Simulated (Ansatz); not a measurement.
# Al2BC3: the cost of one run

Method: DFT PBE, scalar-relativistic, plane waves, PAW, in Ansatz 0.2.0.

### Step 1. The structure to begin with

It takes space group P4/mmm (No. 123, tetragonal). The conventional cell has a = 4.049 Å, b = 4.049 Å, c = 4.518 Å, α = 90.00°, β = 90.00°, γ = 90.00°. Around Al (site symmetry 4/mmm) lie 4 C at 2.02 Å and 2 B at 2.26 Å. Around Al (site symmetry 4/mmm) lie 6 C at 2.02 to 2.26 Å. B (site symmetry 4/mmm) has 2 Al at 2.26 Å in its first shell of neighbours. Around C (site symmetry mmm) lie 4 Al at 2.02 Å. Around C (site symmetry 4/mmm) lie 2 Al at 2.26 Å.

Structure file:

```
Al B C
1.0
     4.04920    0.00000    0.00000
     0.00000    4.04920    0.00000
     0.00000    0.00000    4.51830
Al B C
2 1 3
Direct
  0.00000 0.00000 0.00000
  0.50000 0.50000 0.00000
  0.00000 0.00000 0.50000
  0.50000 0.00000 0.00000
  0.00000 0.50000 0.00000
  0.50000 0.50000 0.50000
```

Recipe of the guess: random cell by space group and Wyckoff sites (P4/mmm, No. 123). Its size is a rough estimate.

### Step 2. Probe: one point on a coarse mesh

Input file input.yaml:

```yaml
crystal:
  lattice:
    - [4.04919626, 0.0, 0.0]
    - [0.0, 4.04919626, 0.0]
    - [0.0, 0.0, 4.51830102]
  atoms:
    - { symbol: Al, position: [0.0, 0.0, 0.0] }
    - { symbol: Al, position: [0.5, 0.5, 0.0] }
    - { symbol: B, position: [0.0, 0.0, 0.5] }
    - { symbol: C, position: [0.5, 0.0, 0.0] }
    - { symbol: C, position: [0.0, 0.5, 0.0] }
    - { symbol: C, position: [0.5, 0.5, 0.5] }
basis:
  ecutwfc: 420
kpoints:
  mp_grid: { grid: [4, 4, 4] }
hamiltonian:
  xc: pbe
scf:
  occupations: { method: gaussian, width: 0.1 }
  lower_state_search: "off"
output:
  forces: true
  stress: true
  eigenvalues: true
```

Started as:

```sh
$ ansatz run input.yaml --threads 1 --pin off --max-ram 2560MiB --backend cpu --events-out ev --progress --plain --runs-dir out
```

What time and memory should one allow on 1 thread of Intel Xeon at 2.50GHz (Skylake/Cascade Lake), shared host?

About 3.3 s, with a peak of 0.34 GiB.
